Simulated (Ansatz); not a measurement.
# BrH4NOSi: rigid scan of one bond length

How does the energy of BrH4NOSi change as one bond is stretched? Aim: a rigid scan of one bond length, for BrH4NOSi, run from a script. SMILES: N[SiH](O)Br.

Program: Ansatz 0.2.0 through its Python package. Level of theory: CAM-B3LYP/def2-SVP. These are calculated values, not measurements.

## Step 1: Starting point

Bond lengths: N1–Si2 1.622 Å, Si2–O3 1.629 Å, Si2–Br4 2.182 Å, N1–H5 1.070 Å, N1–H6 1.045 Å, Si2–H7 1.498 Å, O3–H8 0.906 Å. Angles: N1–Si2–O3 101.3°, N1–Si2–Br4 110.3°, N1–Si2–H7 109.7°, O3–Si2–Br4 110.1°, O3–Si2–H7 113.0°, Br4–Si2–H7 112.0°, Si2–N1–H5 110.0°, Si2–N1–H6 111.9°, H5–N1–H6 101.7°, Si2–O3–H8 116.5°.

The script holds or builds the structure itself.

## Step 2: Script

File brh4nosi_scan.py:

```python
# -*- coding: utf-8 -*-
'''Stretching a bond of BrH4NOSi, the rest held rigid.'''

import ansatz
from ase import Atoms
import matplotlib.pyplot as plt
import numpy as np

BASIS_SET = 'def2-SVP'
XC = 'cam_b3lyp'


def main():
    atoms = Atoms(['N', 'Si', 'O', 'Br', 'H', 'H', 'H', 'H'], positions=[
        (-0.9367, 0.5937, 0.0038),
        (0.5149, -0.1033, -0.1893),
        (0.5973, -1.0413, 1.1395),
        (0.5254, -1.3446, -1.9832),
        (-1.1655, 1.2044, -0.8451),
        (-0.931, 1.2982, 0.7752),
        (1.5794, 0.9494, -0.2298),
        (-0.0916, -1.6136, 1.273),
    ])
    mol = ansatz.Crystal.molecule_from_ase(atoms)

    symbols = [site.symbol for site in mol.cartesian_sites]
    start = np.array([site.position_ang for site in mol.cartesian_sites])
    axis = (start[2] - start[1]) / np.linalg.norm(start[2] - start[1])
    moving = [2, 7]
    lengths, energies = [1.38, 1.5, 1.63, 1.79, 2.04, 2.44, 2.93, 3.58], []
    for length in lengths:
        xyz = start.copy()
        xyz[moving] += (length - np.linalg.norm(start[2] - start[1])) * axis
        point = ansatz.Crystal.molecule()
        for symbol, place in zip(symbols, xyz):
            point = point.atom(symbol, place.tolist())
        model = (
            point.calculation()
            .basis(gaussian=BASIS_SET)
            .functional(XC)
        )
        data = model.run(threads=1, pin='off').report
        energies.append(data['free_energy_ev'])
        print(f'r = {length:6.3f} A  E = {energies[-1]:.5f} eV  <S^2> = {abs(data["mean_field"]["state"]["spin_squared"]):.3f}')

    print('energy above the lowest point (eV):', [round(e - min(energies), 3) for e in energies])
    plt.figure(figsize=(4.5, 3))
    plt.plot(lengths, np.array(energies) - min(energies), 'o-')
    plt.xlabel('bond length (A)')
    plt.ylabel('E - E(min) (eV)')
    plt.tight_layout()
    plt.savefig('scan.png', dpi=100)


if __name__ == '__main__':
    main()
```

## Step 3: The run

Started as:

```bash
> python brh4nosi_scan.py
```

Without the output at hand: what should come out? Wanted: range of energy; lowest point, distance.

As calculated:

| quantity | value |
| --- | --- |
| runs compared | 8 |
| range of energy | 6.568 eV |
| lowest point, distance (Å) | 1.63 |

The curve has its lowest point inside the range, at 1.63. The ends stand 2.08 and 6.57 eV above it. The distance scanned is the script's pair 1, 2. Notes:
- The rest of the molecule is held rigid at a force-field or estimated start geometry, and the basis set is modest; single-reference methods fail as a bond breaks.
- The orbitals are restricted, so S² is zero by construction.
- Toward dissociation an unrestricted state lies under the restricted one, by 1 to 2 eV or more.
